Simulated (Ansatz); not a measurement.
# BH₂Se radical: an energy map over bond length B1–Se2 and bond length B1–H3

A grid of calculations on BH₂Se, SMILES [BH][SeH], spin multiplicity 2, to see where the energy is lowest and how it rises around there.

Program: Ansatz 0.2.0. Level of theory: UKS r2SCAN0-D4/def2-TZVP. These are calculated values, not measurements.

**1. The starting structure**

SMILES `[BH][SeH]`, 4 atoms, charge 0, spin multiplicity 2.

Atoms are counted from 1 here; the program's logs count them from 0.

Bond lengths: B1–Se2 1.888 Å, B1–H3 1.213 Å, Se2–H4 1.495 Å. Angles: Se2–B1–H3 124.2°, B1–Se2–H4 97.7°.

Coordinates:

```xyz
4

B    -0.0901   -0.7799    0.2756
Se    0.3435    0.9946   -0.2019
H     0.5734   -1.4670    1.0226
H    -0.8267    1.2523   -1.0962
```

**3. Plan of the scan**

The axes are (1) bond length B1–Se2: 7 values from 1.613 to 2.626 Å; (2) bond length B1–H3: 7 values from 1.019 to 1.660 Å.

Nothing else is relaxed (all other coordinates rigid). Energies count from the relaxed molecule at the same level.

(The set-up runs are not shown.)

**4. Point bond length B1–Se2 = 1.951 Å, bond length B1–H3 = 1.233 Å**

File input.yaml:

```yaml
crystal:
  periodic: [false, false, false]
  atoms:
    - { symbol: B, position_ang: [-0.086087, -0.774041, 0.278101] }
    - { symbol: Se, position_ang: [0.35341, 1.059631, -0.222788] }
    - { symbol: H, position_ang: [0.588473, -1.475979, 1.034766] }
    - { symbol: H, position_ang: [-0.79578, 1.304946, -1.099554] }
magnetization:
  spin_polarized: true
  initial_magnetization: 1
basis:
  gaussian: { orbitals: def2-TZVP }
hamiltonian:
  xc: { name: r2SCAN0 }
  dispersion: d4
output:
  forces: true
```

Launch:

```sh
ansatz run input.yaml --threads 1 --pin off --max-ram 2560MiB --backend cpu --events-out ev --progress --plain --runs-dir out
```

The session goes on with these runs: the other points that were computed.

Before running it: what results should come out? Wanted: lowest point; highest computed point; largest force on an atom.

As calculated:

```
                       quantity                                                                                                                                                           value
                   lowest point                                                                                         bond length B1–Se2 = 1.951 Å, bond length B1–H3 = 1.233 Å, 1.8 kcal/mol
         highest computed point                                                                       bond length B1–Se2 = 2.626 Å, bond length B1–H3 = 1.660 Å, 76.4 kcal/mol above the lowest
largest force on an atom (eV/Å)  1.2 at bond length B1–Se2 = 1.951 Å, bond length B1–H3 = 1.233 Å to 13.1 at bond length B1–Se2 = 1.613 Å, bond length B1–H3 = 1.660 Å; 1.2 at the lowest point
        time for the whole task                                                                                                                                7.9 min on 1 thread, shared host
```

In words: The lowest computed point is at bond length B1–Se2 = 1.951 Å, bond length B1–H3 = 1.233 Å, 1.8 kcal/mol from the relaxed molecule at the same level. The grid shows no other well, apart from its symmetry copies. The highest computed point, bond length B1–Se2 = 2.626 Å, bond length B1–H3 = 1.660 Å, lies 76.4 kcal/mol above the lowest. Round the minimum the two coordinates are nearly uncoupled.
